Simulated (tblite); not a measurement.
# Cd7I15: the cost of one run

Programs: tblite 0.8.0 and PySCF 2.14.0, with routines of our own; each step states its level. All values are computed. Atoms count from 0.

## 1. The system as given

22 atoms, charge -1, multiplicity 1; geometry from: force field, distance geometry or constructed start.

## 2. Optimising the geometry with GFN2-xTB

What the job is given:

```
{"job": {"kind": "relax", "xc": "GFN2-xTB", "basis": "xTB"}, "charge": -1, "multiplicity": 1}
Cd     1.546700    -4.897700     0.076600
Cd    -2.701400    -4.893300     0.071300
Cd    -0.573000     6.117600     0.079200
Cd     1.541100     2.452400     0.072000
Cd    -2.699200     2.446800     0.081600
Cd    -0.581500    -1.224500     0.075600
Cd     3.661900    -1.222300     0.074900
I     -0.574800    -3.669200    -1.640300
I      1.544500    -2.450100     1.797800
I     -0.581000    -6.120700     1.799800
I      3.659700    -3.673100    -1.643900
I     -4.820700    -3.673900    -1.641800
I     -2.701600    -2.447300     1.803200
I     -2.696000     7.343300    -1.644500
I     -0.580400     3.677000    -1.641600
I      1.539900     4.896500     1.804500
I     -2.697800     4.897800     1.799100
I      1.540700    -0.003400    -1.642800
I     -0.578800     1.225800     1.800700
I      3.664600     1.224900     1.800900
I     -2.700500     0.003800    -1.640300
I      5.780900     0.001500    -1.642000
```

Run with:

```sh
OMP_NUM_THREADS=2 python large_run.py task.json out
```

One launch serves the whole session: the jobs run in the order shown.

Q: Estimate the wall time and peak memory of this first job on 2 threads of Arm Neoverse V2, shared host.

About 7.6 s, with a peak of 0.16 GiB.
